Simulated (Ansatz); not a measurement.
# MgH14C2S2N2O10 (MgH10C2S2N2O8 with H2O): the cost of one run

Method: DFT PBE+D3(BJ), scalar-relativistic, plane waves, PAW, in Ansatz 0.2.0.

5 further runs of the same task are left out: 5 set aside as unsound or not needed.

### 1 The structure to begin with

Symmetry: P-1, No. 2, triclinic system. The conventional cell has a = 6.792 Å, b = 7.056 Å, c = 7.230 Å, α = 74.24°, β = 71.76°, γ = 79.44°. Mg (site symmetry -1) is surrounded by 6 O at 2.08 to 2.12 Å. H (site symmetry 1) is surrounded by 1 N at 1.05 Å. H (site symmetry 1) has 1 N at 1.04 Å as nearest neighbours. H (site symmetry 1) is surrounded by 1 C at 1.10 Å. H (site symmetry 1) has 1 C at 1.09 Å as nearest neighbours. H (site symmetry 1) has 1 O at 0.99 Å as nearest neighbours. Only part of the 19 independent sites is listed.

As a file:

```cif
data_structure
_symmetry_space_group_name_H-M 'P 1'
_symmetry_Int_Tables_number 1
_cell_length_a 6.7925
_cell_length_b 7.0559
_cell_length_c 7.2303
_cell_angle_alpha 74.236
_cell_angle_beta 71.764
_cell_angle_gamma 79.441
_cell_volume 314.91
loop_
_atom_site_label
_atom_site_type_symbol
_atom_site_fract_x
_atom_site_fract_y
_atom_site_fract_z
_atom_site_occupancy
Mg1 Mg 0.00000 0.50000 0.00000 1
H1 H 0.74455 0.11957 0.12536 1
H2 H 0.25545 0.88043 0.87464 1
H3 H 0.58593 0.93964 0.19125 1
H4 H 0.41407 0.06036 0.80875 1
H5 H 0.79815 0.90009 0.28146 1
H6 H 0.20185 0.09991 0.71854 1
H7 H 0.43075 0.19796 0.36869 1
H8 H 0.56925 0.80204 0.63131 1
H9 H 0.65022 0.15326 0.46441 1
H10 H 0.34978 0.84674 0.53559 1
H11 H 0.05285 0.25389 0.34945 1
H12 H 0.94715 0.74611 0.65055 1
H13 H 0.16923 0.12769 0.18889 1
H14 H 0.83077 0.87231 0.81111 1
H15 H 0.40730 0.44745 0.74919 1
H16 H 0.59270 0.55255 0.25081 1
H17 H 0.25052 0.47017 0.62651 1
H18 H 0.74948 0.52983 0.37349 1
C1 C 0.54914 0.08361 0.41654 1
C2 C 0.45086 0.91639 0.58346 1
S1 S 0.20092 0.72350 0.25221 1
S2 S 0.79908 0.27650 0.74779 1
N1 N 0.67845 0.00416 0.24194 1
N2 N 0.32155 0.99584 0.75806 1
O1 O 0.08342 0.25467 0.20613 1
O2 O 0.91658 0.74533 0.79387 1
O3 O 0.25853 0.43800 0.76575 1
O4 O 0.74147 0.56200 0.23425 1
O5 O 0.32502 0.55078 0.34895 1
O6 O 0.67498 0.44922 0.65105 1
O7 O 0.99418 0.76285 0.39583 1
O8 O 0.00582 0.23715 0.60417 1
O9 O 0.31734 0.90247 0.18192 1
O10 O 0.68266 0.09753 0.81808 1
O11 O 0.16659 0.68381 0.07046 1
O12 O 0.83341 0.31619 0.92954 1
```

This cell was relaxed beforehand with the same method: volume 8.51 Å³/atom, gap on the mesh 5.62 eV.

Reference energy of this cell: -12102.2225 eV (37 atoms, 4×4×4 mesh, zero smearing).

### 2 Case: 2 of 4 H2O taken out

What is left holds 1 Mg, 14 H, 2 C, 2 S, 2 N, 10 O; the cell stays neutral.

The cell holds 1 Mg, 14 H, 2 C, 2 S, 2 N, 10 O: a = 6.792 Å, b = 7.056 Å, c = 7.230 Å, α = 74.24°, β = 71.76°, γ = 79.44°.

### 3 The cell as left, frozen

Input file input.yaml:

```yaml
crystal:
  lattice:
    - [6.7923556429, 0.0050057355, 0.0362485214]
    - [1.2875976344, 6.9373202614, 0.0438799775]
    - [2.2257104691, 1.5424277961, 6.7040978557]
  atoms:
    - { symbol: Mg, position: [0.0, 0.5, 0.0] }
    - { symbol: H, position: [0.7445546475, 0.1195679214, 0.125355013] }
    - { symbol: H, position: [0.2554453525, 0.8804320786, 0.874644987] }
    - { symbol: H, position: [0.5859282231, 0.9396353151, 0.1912488967] }
    - { symbol: H, position: [0.4140717769, 0.0603646849, 0.8087511033] }
    - { symbol: H, position: [0.7981477668, 0.9000904485, 0.2814608129] }
    - { symbol: H, position: [0.2018522332, 0.0999095515, 0.7185391871] }
    - { symbol: H, position: [0.4307480522, 0.1979581354, 0.3686909662] }
    - { symbol: H, position: [0.5692519478, 0.8020418646, 0.6313090338] }
    - { symbol: H, position: [0.6502216047, 0.1532620238, 0.4644077624] }
    - { symbol: H, position: [0.3497783953, 0.8467379762, 0.5355922376] }
    - { symbol: H, position: [0.9471481612, 0.746113177, 0.6505538478] }
    - { symbol: H, position: [0.8307724819, 0.8723064607, 0.8111072825] }
    - { symbol: H, position: [0.5926983306, 0.5525513894, 0.2508050165] }
    - { symbol: H, position: [0.7494813367, 0.5298280771, 0.3734885929] }
    - { symbol: C, position: [0.549143681, 0.0836059489, 0.4165380537] }
    - { symbol: C, position: [0.450856319, 0.9163940511, 0.5834619463] }
    - { symbol: S, position: [0.2009153414, 0.7235046349, 0.2522141784] }
    - { symbol: S, position: [0.7990846586, 0.2764953651, 0.7477858216] }
    - { symbol: "N", position: [0.6784513085, 0.0041593498, 0.2419376393] }
    - { symbol: "N", position: [0.3215486915, 0.9958406502, 0.7580623607] }
    - { symbol: O, position: [0.9165794697, 0.7453263922, 0.7938666355] }
    - { symbol: O, position: [0.7414710837, 0.5619967775, 0.2342542105] }
    - { symbol: O, position: [0.3250160022, 0.5507823438, 0.3489522387] }
    - { symbol: O, position: [0.6749839978, 0.4492176562, 0.6510477613] }
    - { symbol: O, position: [0.9941830338, 0.7628516424, 0.3958340349] }
    - { symbol: O, position: [0.0058169662, 0.2371483576, 0.6041659651] }
    - { symbol: O, position: [0.317336611, 0.9024659709, 0.1819185741] }
    - { symbol: O, position: [0.682663389, 0.0975340291, 0.8180814259] }
    - { symbol: O, position: [0.1665863462, 0.6838094465, 0.0704599396] }
    - { symbol: O, position: [0.8334136538, 0.3161905535, 0.9295400604] }
basis:
  ecutwfc: 420
kpoints:
  mp_grid: { grid: [4, 4, 4] }
hamiltonian:
  xc: pbe
  dispersion: d3bj
scf:
  occupations: { method: gaussian, width: 0.02 }
output:
  forces: true
  stress: true
  eigenvalues: true
  write_density: true
  write_potential: true
  elf: true
  volumetric_format: npy
```

On the command line:

```console
$ ansatz run input.yaml --threads 8 --pin off --max-ram 16384MiB --backend cpu --events-out ev --progress --plain --runs-dir out
```

Q: Estimate wall time and peak memory on 8 threads of Arm Neoverse V1, shared host.

About 22 s, with a peak of 1.8 GiB.
